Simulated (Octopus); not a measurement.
# InCl2F (SMILES [F][In]([Cl])[Cl]): a chain of runs, part 3 of 3

Octopus 16.4.

**4. Energy and gradient at PZ81 LDA (scalar, in the pseudopotentials, hscv_lda potentials, box margin 6 angstrom, extra states 0, grid spacing 0.15 angstrom, mix field default) (run 7)**

Started as:

```
$ OMP_NUM_THREADS=1 octopus > gs.log
```

Log:

```text
Version                : 16.4
************************** Calculation Mode **************************
Input: [CalculationMode = gs]
Input: [SpinComponents = unpolarized]
******************************* Space ********************************
Octopus will run in 3 dimension(s).
Octopus will treat the system as periodic in 0 dimension(s).
Input: [AllElectronType = no]
Input: [PseudopotentialSet = hscv_lda]
Reading Coordinates from Coordinates block
****************************** Species *******************************
  Species 'F'
    type             : pseudopotential
    file format      : QSO
    valence charge   : 7.0
    atomic number    :   9
    form on file     : semilocal
    orbital origin   : from file
    lmax             : 1
    llocal           : 1
    projectors per l : 1
    total projectors : 1
    application form : kleinman-bylander
    orbitals         :  4
    bound orbitals   :  4
  Species 'In'
    type             : pseudopotential
    file format      : QSO
    valence charge   : 13.0
    atomic number    :  49
    form on file     : semilocal
    orbital origin   : from file
    lmax             : 2
    llocal           : 0
    projectors per l : 1
    total projectors : 2
    application form : kleinman-bylander
    orbitals         :  9
    bound orbitals   :  9
** Warning:
**   Eigenstate for l =  2 is not normalized
**   (abs(1 - norm) =     0.036523)
  Species 'Cl'
    type             : pseudopotential
    file format      : QSO
    valence charge   : 7.0
    atomic number    :  17
    form on file     : semilocal
    orbital origin   : from file
    lmax             : 2
    llocal           : 2
    projectors per l : 1
    total projectors : 2
    application form : kleinman-bylander
    orbitals         :  2
    bound orbitals   :  2
***************************** Symmetries *****************************
Symmetry elements : (sigma)
Symmetry group    : Cs
Input: [CurvMethod = curv_affine]
Input: [DerivativesStencil = stencil_star]
Input: [SmearingFunction = semiconducting]
Input: [SymmetrizeDensity = no]
******************************* States *******************************
Total electronic charge  =       34.000
Number of states         =       17
States block-size        =        4
************************** Parallelization ***************************
Info: Octopus will run in *serial*
******************************** Grid ********************************
Simulation Box:
  Type = minimum
  Radius  [A] =   6.000
Main mesh:
  Spacing [A] = ( 0.150, 0.150, 0.150)    volume/point [A^3] =      0.00337
  # inner mesh =     472000
  # total mesh =     582633
  Grid Cutoff [eV] =  1671.245006    Grid Cutoff [Ry] =   122.834253
Input: [StatesPack = yes]
Input: [StatesOrthogonalization = cholesky_serial]
Info: the XCFunctional has been selected to match the pseudopotentials
      used in the calculation.
**************************** Theory Level ****************************
Input: [TheoryLevel = kohn_sham]
Exchange-correlation:
  Exchange
    Slater exchange (LDA)
  Correlation
    Perdew & Zunger (Modified) (LDA)
****************************** Hartree *******************************
Input: [DressedOrbitals = no]
The chosen Poisson solver is 'interpolating scaling functions'
Input: [FilterPotentials = filter_TS]
Info: Pseudopotential for F
  Radii for localized parts:
    local part     =  1.6 A
    non-local part =  0.8 A
    orbitals       =  3.5 A
Info: Pseudopotential for In
  Radii for localized parts:
    local part     =  1.8 A
    non-local part =  1.7 A
    orbitals       =  6.9 A
Info: Pseudopotential for Cl
  Radii for localized parts:
    local part     =  1.3 A
    non-local part =  1.2 A
    orbitals       =  4.2 A
Input: [RelativisticCorrection = non_relativistic]
Input: [DFTULevel = dft_u_none]
Input: [MagneticConstrain = 0]
****************** Approximate memory requirements *******************
Mesh
  global  :       4.4 MiB
  local   :      17.8 MiB
  total   :      22.2 MiB
States
  real    :      75.6 MiB (par_kpoints + par_states + par_domains)
  complex :     151.1 MiB (par_kpoints + par_states + par_domains)
Info: Generating external potential
      done.
Input: [InteractionTiming = timing_exact]
Info: Octopus initialization completed.
Info: Starting calculation mode.
Info: Allocating ground state wave-functions
      Block       1 contains       4 states:       1 -       4
      Block       2 contains       4 states:       5 -       8
      Block       3 contains       4 states:       9 -      12
      Block       4 contains       4 states:      13 -      16
      Block       5 contains       1 states:      17 -      17
Info: Ground-state allocation done.
**************************** Eigensolver *****************************
Input: [Eigensolver = cg]
Input: [Preconditioner = pre_filter]
Input: [PreconditionerFilterFactor = 0.5000]
Input: [SubspaceDiagonalization = standard]
Input: [MixField = potential] (what to mix during SCF cycles)
Input: [MixingScheme = broyden]
Info: Mixing uses    4 steps and restarts after   20 steps.
Input: [LCAOStart = lcao_states]
Input: [LCAOScaleFactor = 1.000]
Input: [LCAOMaximumOrbitalRadius = 10.58 A]
Info: Unnormalized total charge =     23.999439
Info: Renormalized total charge =     34.000000
Info: Setting up Hamiltonian.
Info: Performing initial LCAO calculation with     17 orbitals.
Info: Getting Hamiltonian matrix elements.
Eigenvalues [eV]
 #st  Spin   Eigenvalue      Occupation
   1   --   -48.208203       2.000000
   2   --   -48.187842       2.000000
   3   --    -4.112494       2.000000
   4   --    -3.617846       2.000000
   5   --     8.302562       2.000000
   6   --    13.971691       2.000000
   7   --    15.747395       2.000000
   8   --    27.999564       2.000000
   9   --    43.077054       2.000000
  10   --    44.692928       2.000000
  11   --    45.052519       2.000000
  12   --    45.320948       2.000000
  13   --    46.943540       2.000000
  14   --    49.634812       2.000000
  15   --    58.957261       2.000000
  16   --    59.840840       2.000000
  17   --    61.961464       2.000000
Info: Ground-state restart information will be written to 'restart/gs'.
Info: SCF using real wavefunctions.
Info: Starting SCF iteration.
*********************** SCF CYCLE ITER #    1 ************************
 etot  = -3.05317766E+03 abs_ev   =  1.64E+03 rel_ev   =  2.03E+00
 ediff =        1.12E+02 abs_dens =  5.38E+01 rel_dens =  1.58E+00
Converged eigenvectors: 0
#  State  Eigenvalue [eV]  Occupation    Error
      1      -50.166251    2.000000   ( 9.5E-02)
      2      -50.158710    2.000000   ( 1.3E-01)
      3      -35.689431    2.000000   ( 1.1E-01)
      4      -35.658581    2.000000   ( 2.9E-01)
      5      -35.548889    2.000000   ( 5.3E-01)
      6      -34.660069    2.000000   ( 4.3E-01)
      7      -33.184449    2.000000   ( 2.8E-01)
      8      -32.743100    2.000000   ( 2.4E-01)
      9      -14.414210    2.000000   ( 2.7E-01)
     10      -13.647822    2.000000   ( 3.3E-01)
     11      -12.724358    2.000000   ( 1.8E-01)
     12      -12.217098    2.000000   ( 3.5E-01)
     13      -12.055781    2.000000   ( 1.8E-01)
     14      -11.568384    2.000000   ( 6.8E-01)
     15      -10.461970    2.000000   ( 3.0E-01)
     16       -6.148377    2.000000   ( 3.8E-01)
     17       -3.368597    2.000000   ( 1.0E+00)
                                                                     ^
*********************** SCF CYCLE ITER #    2 ************************
 etot  = -2.53445785E+03 abs_ev   =  3.08E+02 rel_ev   =  6.14E-01
 ediff =        1.91E+01 abs_dens =  3.68E+01 rel_dens =  1.08E+00
Converged eigenvectors: 0
#  State  Eigenvalue [eV]  Occupation    Error
      1      -30.234395    2.000000   ( 5.0E-01)
      2      -23.216215    2.000000   ( 1.9E-01)
      3      -22.872881    2.000000   ( 8.1E-02)
      4      -20.205551    2.000000   ( 3.5E-01)
      5      -19.678842    2.000000   ( 4.7E-01)
      6      -19.528639    2.000000   ( 4.3E-01)
      7      -18.790782    2.000000   ( 2.3E-01)
      8      -18.024963    2.000000   ( 4.8E-01)
      9      -12.938898    2.000000   ( 4.5E-01)
     10      -11.300609    2.000000   ( 3.0E-01)
     11      -10.341055    2.000000   ( 4.2E-01)
     12       -9.990894    2.000000   ( 6.2E-01)
     13       -9.257812    2.000000   ( 7.5E-01)
     14       -8.889754    2.000000   ( 3.9E-01)
     15       -8.262875    2.000000   ( 4.6E-01)
     16       -4.030926    2.000000   ( 3.0E-01)
     17       -2.937202    2.000000   ( 5.3E-01)
                                                                     ^
[eigenvalue tables of the cycles between left out]
*********************** SCF CYCLE ITER #    3 ************************
 etot  = -3.41904895E+03 abs_ev   =  1.94E+02 rel_ev   =  2.79E-01
 ediff =        3.25E+01 abs_dens =  9.76E+00 rel_dens =  2.87E-01
*********************** SCF CYCLE ITER #    4 ************************
 etot  = -3.23327700E+03 abs_ev   =  7.87E+01 rel_ev   =  1.28E-01
 ediff =        6.83E+00 abs_dens =  3.38E+00 rel_dens =  9.95E-02
*********************** SCF CYCLE ITER #    5 ************************
 etot  = -3.12241980E+03 abs_ev   =  2.12E+01 rel_ev   =  3.56E-02
 ediff =        4.07E+00 abs_dens =  2.96E+00 rel_dens =  8.71E-02
*********************** SCF CYCLE ITER #    6 ************************
 etot  = -3.11837658E+03 abs_ev   =  9.16E-01 rel_ev   =  1.54E-03
 ediff =        1.49E-01 abs_dens =  1.56E-01 rel_dens =  4.58E-03
*********************** SCF CYCLE ITER #    7 ************************
 etot  = -3.09886776E+03 abs_ev   =  2.00E+01 rel_ev   =  3.49E-02
 ediff =        7.17E-01 abs_dens =  1.69E+00 rel_dens =  4.97E-02
*********************** SCF CYCLE ITER #    8 ************************
 etot  = -3.05035524E+03 abs_ev   =  3.50E+01 rel_ev   =  6.50E-02
 ediff =        1.78E+00 abs_dens =  1.35E+00 rel_dens =  3.98E-02
*********************** SCF CYCLE ITER #    9 ************************
 etot  = -3.01846136E+03 abs_ev   =  1.07E+01 rel_ev   =  2.02E-02
 ediff =        1.17E+00 abs_dens =  1.45E+00 rel_dens =  4.28E-02
*********************** SCF CYCLE ITER #   10 ************************
 etot  = -2.99663845E+03 abs_ev   =  8.88E+00 rel_ev   =  1.71E-02
 ediff =        8.02E-01 abs_dens =  4.54E-01 rel_dens =  1.34E-02
*********************** SCF CYCLE ITER #   11 ************************
 etot  = -2.99717051E+03 abs_ev   =  2.49E-01 rel_ev   =  4.80E-04
 ediff =        1.96E-02 abs_dens =  7.53E-02 rel_dens =  2.22E-03
*********************** SCF CYCLE ITER #   12 ************************
 etot  = -2.99913913E+03 abs_ev   =  4.54E-02 rel_ev   =  8.75E-05
 ediff =        7.23E-02 abs_dens =  9.94E-02 rel_dens =  2.92E-03
*********************** SCF CYCLE ITER #   13 ************************
 etot  = -3.00044923E+03 abs_ev   =  4.28E-01 rel_ev   =  8.24E-04
 ediff =        4.81E-02 abs_dens =  3.61E-02 rel_dens =  1.06E-03
*********************** SCF CYCLE ITER #   14 ************************
 etot  = -3.00089833E+03 abs_ev   =  1.28E-01 rel_ev   =  2.46E-04
 ediff =        1.65E-02 abs_dens =  2.37E-02 rel_dens =  6.98E-04
*********************** SCF CYCLE ITER #   15 ************************
 etot  = -2.99998197E+03 abs_ev   =  2.41E-01 rel_ev   =  4.65E-04
 ediff =        3.37E-02 abs_dens =  2.25E-02 rel_dens =  6.61E-04
*********************** SCF CYCLE ITER #   16 ************************
 etot  = -3.00027020E+03 abs_ev   =  7.26E-02 rel_ev   =  1.40E-04
 ediff =        1.06E-02 abs_dens =  6.47E-03 rel_dens =  1.90E-04
*********************** SCF CYCLE ITER #   17 ************************
 etot  = -3.00042366E+03 abs_ev   =  7.76E-02 rel_ev   =  1.49E-04
 ediff =        5.64E-03 abs_dens =  2.35E-03 rel_dens =  6.92E-05
*********************** SCF CYCLE ITER #   18 ************************
 etot  = -3.00041443E+03 abs_ev   =  1.78E-02 rel_ev   =  3.42E-05
 ediff =        3.39E-04 abs_dens =  1.10E-03 rel_dens =  3.23E-05
*********************** SCF CYCLE ITER #   19 ************************
 etot  = -3.00042119E+03 abs_ev   =  6.66E-03 rel_ev   =  1.28E-05
 ediff =        2.48E-04 abs_dens =  1.54E-04 rel_dens =  4.53E-06
*********************** SCF CYCLE ITER #   20 ************************
 etot  = -3.00042296E+03 abs_ev   =  1.89E-04 rel_ev   =  3.65E-07
 ediff =        6.51E-05 abs_dens =  9.85E-05 rel_dens =  2.90E-06
*********************** SCF CYCLE ITER #   21 ************************
 etot  = -3.00041991E+03 abs_ev   =  1.89E-03 rel_ev   =  3.65E-06
 ediff =        1.12E-04 abs_dens =  3.62E-05 rel_dens =  1.06E-06
*********************** SCF CYCLE ITER #   22 ************************
 etot  = -3.00042028E+03 abs_ev   =  1.48E-04 rel_ev   =  2.86E-07
 ediff =        1.34E-05 abs_dens =  9.71E-06 rel_dens =  2.86E-07
Converged eigenvectors: 0
#  State  Eigenvalue [eV]  Occupation    Error
      1      -27.805494    2.000000   ( 8.2E-07)
      2      -21.967318    2.000000   ( 4.3E-07)
      3      -21.875469    2.000000   ( 3.7E-07)
      4      -21.007327    2.000000   ( 9.0E-07)
      5      -20.934931    2.000000   ( 1.3E-06)
      6      -20.768861    2.000000   ( 1.2E-06)
      7      -20.056239    2.000000   ( 1.7E-06)
      8      -19.942919    2.000000   ( 1.1E-06)
      9      -12.231211    2.000000   ( 3.2E-07)
     10      -10.374787    2.000000   ( 7.1E-07)
     11      -10.132241    2.000000   ( 7.3E-07)
     12       -9.515357    2.000000   ( 1.8E-06)
     13       -8.952109    2.000000   ( 7.3E-07)
     14       -8.690530    2.000000   ( 1.9E-06)
     15       -8.541444    2.000000   ( 1.9E-07)
     16       -8.537704    2.000000   ( 1.1E-06)
     17       -8.432339    2.000000   ( 2.7E-06)
                                                                     ^
*********************** SCF CYCLE ITER #   23 ************************
 etot  = -3.00042044E+03 abs_ev   =  9.11E-05 rel_ev   =  1.75E-07
 ediff =        5.95E-06 abs_dens =  8.65E-06 rel_dens =  2.54E-07
Converged eigenvectors: 0
#  State  Eigenvalue [eV]  Occupation    Error
      1      -27.805496    2.000000   ( 7.9E-07)
      2      -21.967320    2.000000   ( 3.3E-07)
      3      -21.875472    2.000000   ( 3.1E-07)
      4      -21.007330    2.000000   ( 6.6E-07)
      5      -20.934938    2.000000   ( 1.3E-06)
      6      -20.768867    2.000000   ( 1.0E-06)
      7      -20.056240    2.000000   ( 1.2E-06)
      8      -19.942920    2.000000   ( 9.7E-07)
      9      -12.231215    2.000000   ( 1.4E-07)
     10      -10.374792    2.000000   ( 5.1E-07)
     11      -10.132244    2.000000   ( 5.6E-07)
     12       -9.515359    2.000000   ( 1.3E-06)
     13       -8.952110    2.000000   ( 4.6E-07)
     14       -8.690529    2.000000   ( 1.3E-06)
     15       -8.541440    2.000000   ( 2.4E-07)
     16       -8.537708    2.000000   ( 9.9E-07)
     17       -8.432343    2.000000   ( 1.7E-06)
                                                                     ^
Info: SCF converged in   23 iterations
** Warning:
**   Some of the states are not fully converged!
Info: Number of matrix-vector products:       7283
Octopus emitted 2 warnings.
```

It took 3.7 min on 1 thread of Arm Neoverse V1, shared host; peak memory 0.41 GiB.

**5. Overview of the runs**

| run | level | box margin | grid spacing | energy (Eh) | dipole moment (D) | HOMO energy (eV) | wall time |
| --- | --- | --- | --- | --- | --- | --- | --- |
| 4 | PZ81 LDA (scalar, in the pseudopotentials, hscv_lda potentials, box margin 3.5 angstrom, extra states 0, grid spacing 0.15 angstrom, mix field default) | 3.5 | 0.15 | -110.259787 | 1.28 | -8.34 | 56 s |
| 5 | PZ81 LDA (scalar, in the pseudopotentials, hscv_lda potentials, box margin 4 angstrom, extra states 0, grid spacing 0.150022 angstrom, mix field default) | 4 | 0.150022 | -110.262870 | 1.25 | -8.41 | 92 s |
| 6 | PZ81 LDA (scalar, in the pseudopotentials, hscv_lda potentials, box margin 4.99998 angstrom, extra states 0, grid spacing 0.150022 angstrom, mix field default) | 4.99998 | 0.150022 | -110.263572 | 1.24 | -8.43 | 2.5 min |
| 7 | PZ81 LDA (scalar, in the pseudopotentials, hscv_lda potentials, box margin 6 angstrom, extra states 0, grid spacing 0.15 angstrom, mix field default) | 6 | 0.15 | -110.263416 | 1.24 | -8.43 | 3.7 min |

Convergence of the total energy of singlet InCl2F with the box margin, against the last point:

| box margin | from the last (mEh) | wall time |
| --- | --- | --- |
| 3.5 Å | +3.629 | 56 s |
| 4 Å | +0.546 | 92 s |
| 4.99998 Å | -0.155 | 2.5 min |
| 6 Å | +0.000 | 3.7 min |

Convergence of the dipole moment of singlet InCl2F with the box margin, against the last point:

| box margin | from the last (D) | wall time |
| --- | --- | --- |
| 3.5 Å | +0.0489 | 56 s |
| 4 Å | +0.0161 | 92 s |
| 4.99998 Å | +0.0022 | 2.5 min |
| 6 Å | +0.0000 | 3.7 min |

**6. Outcome**

What follows sums up all 3 parts.

| quantity | value |
| --- | --- |
| run 7, PZ81 LDA: total energy | -110.26342 Eh |
| run 7, PZ81 LDA: dipole moment | 1.24 D |
| run 7, PZ81 LDA: HOMO energy | -8.43 eV |

**Reading.** For the total energy of singlet InCl2F to stay within 2 mEh of the last point, 4 Å is the first point of the series from which all later ones do (92 s against 3.7 min). For the total energy of singlet InCl2F to stay within 0.5 mEh of the last point, 4.99998 Å is the first point of the series from which all later ones do (2.5 min against 3.7 min). For the dipole moment of singlet InCl2F to stay within 0.02 D of the last point, 4 Å is the first point of the series from which all later ones do (92 s against 3.7 min). For the dipole moment of singlet InCl2F to stay within 0.005 D of the last point, 4.99998 Å is the first point of the series from which all later ones do (2.5 min against 3.7 min). Over the runs the total energy spans 0.103 eV. All runs together took 8.7 min, the longest 3.7 min.
